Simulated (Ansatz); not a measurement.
# GaB12: the cost of one run

Computed with Ansatz 0.2.0 (DFT PBE, scalar-relativistic, plane waves, PAW, unless a step's input says otherwise).

2 further runs of the same task are left out: 1 that didn't finish, 1 set aside as unsound or not needed.

**1. Starting point**

It takes space group Pm-3m (No. 221, cubic). Conventional cell: a = 4.708 Å, b = 4.708 Å, c = 4.708 Å, α = 90.00°, β = 90.00°, γ = 90.00°. Ga (site symmetry m-3m) has 24 B at 2.51 Å as nearest neighbours. Around B (site symmetry mm2) lie 2 B at 1.22 Å.

As a file:

```
Ga B
1.0
     4.70770    0.00000    0.00000
     0.00000    4.70770    0.00000
     0.00000    0.00000    4.70770
Ga B
1 12
Direct
  0.50000 0.50000 0.50000
  0.31620 0.50000 0.00000
  0.68380 0.50000 0.00000
  0.00000 0.31620 0.50000
  0.00000 0.68380 0.50000
  0.50000 0.00000 0.31620
  0.50000 0.00000 0.68380
  0.50000 0.31620 0.00000
  0.50000 0.68380 0.00000
  0.31620 0.00000 0.50000
  0.68380 0.00000 0.50000
  0.00000 0.50000 0.68380
  0.00000 0.50000 0.31620
```

The cell is invented: random cell by space group and Wyckoff sites (Pm-3m, No. 221). Lengths come from tabulated atomic sizes and are only a guess.

**2. The guess as it stands, on a coarse mesh**

input.yaml reads:

```yaml
crystal:
  lattice:
    - [4.70769763, 0.0, 0.0]
    - [0.0, 4.70769763, 0.0]
    - [0.0, 0.0, 4.70769763]
  atoms:
    - { symbol: Ga, position: [0.5, 0.5, 0.5] }
    - { symbol: B, position: [0.31619619, 0.5, 0.0] }
    - { symbol: B, position: [0.68380381, 0.5, 0.0] }
    - { symbol: B, position: [0.0, 0.31619619, 0.5] }
    - { symbol: B, position: [0.0, 0.68380381, 0.5] }
    - { symbol: B, position: [0.5, 0.0, 0.31619619] }
    - { symbol: B, position: [0.5, 0.0, 0.68380381] }
    - { symbol: B, position: [0.5, 0.31619619, 0.0] }
    - { symbol: B, position: [0.5, 0.68380381, 0.0] }
    - { symbol: B, position: [0.31619619, 0.0, 0.5] }
    - { symbol: B, position: [0.68380381, 0.0, 0.5] }
    - { symbol: B, position: [0.0, 0.5, 0.68380381] }
    - { symbol: B, position: [0.0, 0.5, 0.31619619] }
basis:
  ecutwfc: 420
kpoints:
  mp_grid: { grid: [4, 4, 4] }
hamiltonian:
  xc: pbe
scf:
  occupations: { method: gaussian, width: 0.1 }
  lower_state_search: "off"
output:
  forces: true
  stress: true
  eigenvalues: true
```

The run is started by

```bash
> ansatz run input.yaml --threads 1 --pin off --max-ram 2048MiB --backend cpu --events-out ev --progress --plain --runs-dir out
```

**Question.** How long does this run take on 1 thread of Intel Xeon Platinum 8259CL at 2.50GHz (Skylake/Cascade Lake), shared host, and how much memory does it need?

About 5.7 s, with a peak of 0.42 GiB.
